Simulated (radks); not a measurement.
**Valence configurations of Cd²⁺**

Aim: which of several valence configurations of Cd²⁺ lies lowest at this level, and whether it is the one NIST lists ([Kr] 4d10).

The numbers are computed with radks (a radial shooting solver on a logarithmic mesh, Libxc functionals) version 1 (scalar-relativistic Kohn-Sham, PBE, spin-polarised, spherical densities, finite nucleus; open shells are filled with parallel spins first), except any that are marked as measured or tabulated.

## 1. Starting point

| Quantity | Value |
| --- | --- |
| element | cadmium (Z = 48) |
| charge | +2 |
| electrons | 46 |
| configuration | [Kr] 4d10 |
| nuclear rms radius | 4.6087 fm |
| others tried | 4d8 5p2; 4d9 5p1; 4d9.5 5s0.5; 4d7 5s1 5p2; 4d6.5 5s1 5p2.5; 4d6 5s2 5p2; 4d6.5 5p3.5; 4d9.5 5p0.5; 4d9 5s1 |

The outer shells:

Cd²⁺
```
[Kr] core
4d [↑↓][↑↓][↑↓][↑↓][↑↓]
```

## 2. [Kr] 4d10

The run's settings:

```text
Z 48
configuration [Kr] 4d10
relativity scalar-relativistic
functional pbe,pbe
spin polarised
nucleus finite rms 4.6087 fm
c 137.035999084
```

## 3. [Kr] 4d8 5p2

Settings, as their differences from step 2:

```diff
@@ -1,3 +1,3 @@
 Z 48
-configuration [Kr] 4d10
+configuration [Kr] 4d8 5p2
 relativity scalar-relativistic
```

## 4. [Kr] 4d9 5p1

Settings, as their differences from step 3:

```diff
@@ -1,3 +1,3 @@
 Z 48
-configuration [Kr] 4d8 5p2
+configuration [Kr] 4d9 5p1
 relativity scalar-relativistic
```

## 5. [Kr] 4d9.5 5s0.5

Settings, as their differences from step 4:

```diff
@@ -1,3 +1,3 @@
 Z 48
-configuration [Kr] 4d9 5p1
+configuration [Kr] 4d9.5 5s0.5
 relativity scalar-relativistic
```

## 6. [Kr] 4d7 5s1 5p2

The run's settings:

```text
Z 48
configuration [Kr] 4d7 5s1 5p2
relativity scalar-relativistic
functional pbe,pbe
spin polarised
nucleus finite rms 4.6087 fm
c 137.035999084
```

## 7. [Kr] 4d6.5 5s1 5p2.5

The run's settings:

```text
Z 48
configuration [Kr] 4d6.5 5s1 5p2.5
relativity scalar-relativistic
functional pbe,pbe
spin polarised
nucleus finite rms 4.6087 fm
c 137.035999084
```

## 8. [Kr] 4d6 5s2 5p2

The run's settings:

```text
Z 48
configuration [Kr] 4d6 5s2 5p2
relativity scalar-relativistic
functional pbe,pbe
spin polarised
nucleus finite rms 4.6087 fm
c 137.035999084
```

## 9. [Kr] 4d6.5 5p3.5

The run's settings:

```text
Z 48
configuration [Kr] 4d6.5 5p3.5
relativity scalar-relativistic
functional pbe,pbe
spin polarised
nucleus finite rms 4.6087 fm
c 137.035999084
```

## 10. [Kr] 4d9.5 5p0.5

The run's settings:

```text
Z 48
configuration [Kr] 4d9.5 5p0.5
relativity scalar-relativistic
functional pbe,pbe
spin polarised
nucleus finite rms 4.6087 fm
c 137.035999084
```

## 11. [Kr] 4d9 5s1

The run's settings:

```text
Z 48
configuration [Kr] 4d9 5s1
relativity scalar-relativistic
functional pbe,pbe
spin polarised
nucleus finite rms 4.6087 fm
c 137.035999084
```

What does the calculation give? Wanted: for each run, valence; E − E(NIST configuration); moment; highest level; its energy; 1s shift.

The runs gave:

```
        valence  E − E(NIST configuration) (eV)  moment (μB)  highest level  its energy (eV)  1s shift (eV)
           4d10                           0.000            0             4d          -30.444          +0.00
    4d9.5 5s0.5                           4.718            1          5s up          -22.534          -2.82
    4d9.5 5p0.5                           8.204            1          5p up          -15.951          -3.55
        4d9 5s1                           9.774            2          5s up          -23.701          -5.73
        4d9 5p1                          17.067            2          5p up          -17.166          -7.15
        4d8 5p2                          36.818            4          5p up          -19.399         -14.47
    4d7 5s1 5p2                          50.789            6          5p up          -20.801         -20.69
4d6.5 5s1 5p2.5                          62.825            7          5p up          -21.761         -24.54
    4d6 5s2 5p2                          70.068            6          5p up          -21.778         -27.49
    4d6.5 5p3.5                          73.276            6        5p down          -19.428         -25.96
```

What this shows: The NIST configuration is the lowest of those tried, 4.718 eV under 4d9.5 5s0.5. The energies are those of spherical high-spin densities, not of single terms. The 1s eigenvalue shifts by up to 27.49 eV as the valence charge is rearranged.
